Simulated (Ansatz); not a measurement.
**FH4O2Si2 radical: a ladder of functionals and wavefunction methods**

Aim: compute FH4O2Si2 radical with functionals from several rungs and with coupled cluster. The yardstick is the atomisation energy at the CCSD(T) limit.

Program: Ansatz 0.2.0, Gaussian basis. Level of theory: functionals in def2-TZVPP, the program's frozen cores in correlated methods. These are calculated values, not measurements.

Levels to be run: PBE-D4, r2SCAN-D4, PBE0-D4, B3LYP-D4, ωB97X-V, ωB97M-V, B2PLYP; CCSD(T)/def2-TZVPP; MP2/def2-QZVPP; extrapolation to the limit.

## 1. The relaxed structure

An earlier PBE0-D4 in a triple-zeta def2 set relaxation fixed the geometry.

SMILES `O[Si](F)O[SiH3]`, 9 atoms, charge 0, spin multiplicity 2.

Atoms are counted from 1 here; the program's logs count them from 0.

Bond lengths: O1–Si2 1.633 Å, O1–H6 0.959 Å, Si2–F3 1.601 Å, Si2–O4 1.612 Å, O4–Si5 1.642 Å, Si5–H7 1.483 Å, Si5–H8 1.485 Å, Si5–H9 1.482 Å. Angles: Si2–O1–H6 117.3°, O1–Si2–F3 109.9°, O1–Si2–O4 106.0°, F3–Si2–O4 109.2°, Si2–O4–Si5 149.3°, O4–Si5–H7 109.7°, O4–Si5–H8 109.9°, O4–Si5–H9 107.9°, H7–Si5–H8 109.6°, H7–Si5–H9 110.0°, H8–Si5–H9 109.8°.

## 2. PBE-D4 (GGA)

in.yaml

```yaml
crystal:
  periodic: [false, false, false]
  atoms:
    - {symbol: O, position_ang: [-1.047602, 1.999054, 1.147948]}
    - {symbol: Si, position_ang: [-0.902214, 0.376607, 1.030134]}
    - {symbol: F, position_ang: [-0.072222, -0.189175, 2.277149]}
    - {symbol: O, position_ang: [-0.074611, 0.102294, -0.326242]}
    - {symbol: Si, position_ang: [0.743150, -0.941344, -1.295161]}
    - {symbol: H, position_ang: [-1.510304, 2.344184, 1.914005]}
    - {symbol: H, position_ang: [2.104063, -1.167107, -0.750033]}
    - {symbol: H, position_ang: [0.016929, -2.234506, -1.370081]}
    - {symbol: H, position_ang: [0.831311, -0.336207, -2.644720]}
basis:
  gaussian: {orbitals: def2-TZVPP}
magnetization: {spin_polarized: true, initial_magnetization: 1}
hamiltonian: {xc: pbe, dispersion: d4}
output: {forces: true, orbitals: {seedname: orbitals}}
```

The run is started by

```sh
> ansatz run in.yaml --threads 2 --pin off --events-out ev --progress --plain --max-ram 32768MiB --backend cpu
```

After this run come: r2SCAN-D4 (meta-GGA); PBE0-D4 (hybrid); B3LYP-D4 (hybrid); ωB97X-V (range-separated); ωB97M-V (range-separated); B2PLYP (double hybrid); CCSD(T) in def2-TZVPP; MP2 in def2-QZVPP.

**Question.** What will the summary of the whole plan be? Wanted: atomisation energy, CCSD(T)/CBS; farthest; mean size of error, hybrid; mean size of error, range-separated; gap, smallest and largest; T1 diagnostic; triples share of the correlation energy.

**Answer**, as computed:

| quantity | value |
| --- | --- |
| atomisation energy, CCSD(T)/CBS | 808.3 kcal/mol |
| functionals within 4.0 kcal/mol (0.5 %) | PBE-D4, r2SCAN-D4, ωB97X-V |
| farthest | PBE0-D4 (-18.6 kcal/mol) |
| mean size of error, hybrid | 13.8 kcal/mol |
| mean size of error, range-separated | 3.8 kcal/mol |
| gap, smallest and largest | 1.90 eV (PBE-D4), 8.11 eV (ωB97X-V) |
| T1 diagnostic | 0.0136 |
| triples share of the correlation energy | 3.2 % |

PBE-D4 is off by -2.1 kcal/mol. Double hybrids carry the basis error of their MP2 part in triple zeta, and no dispersion term here, so their miss is partly the set-up's. Misses under about 4.0 kcal/mol are within the doubt on the reference itself, which lacks core-valence correlation, relativity and higher excitations. Hartree-Fock recovers 73 % of the binding; the rest is correlation. The gap grows from 1.9 to 8.1 eV across the functionals, mostly with the share of exact exchange.
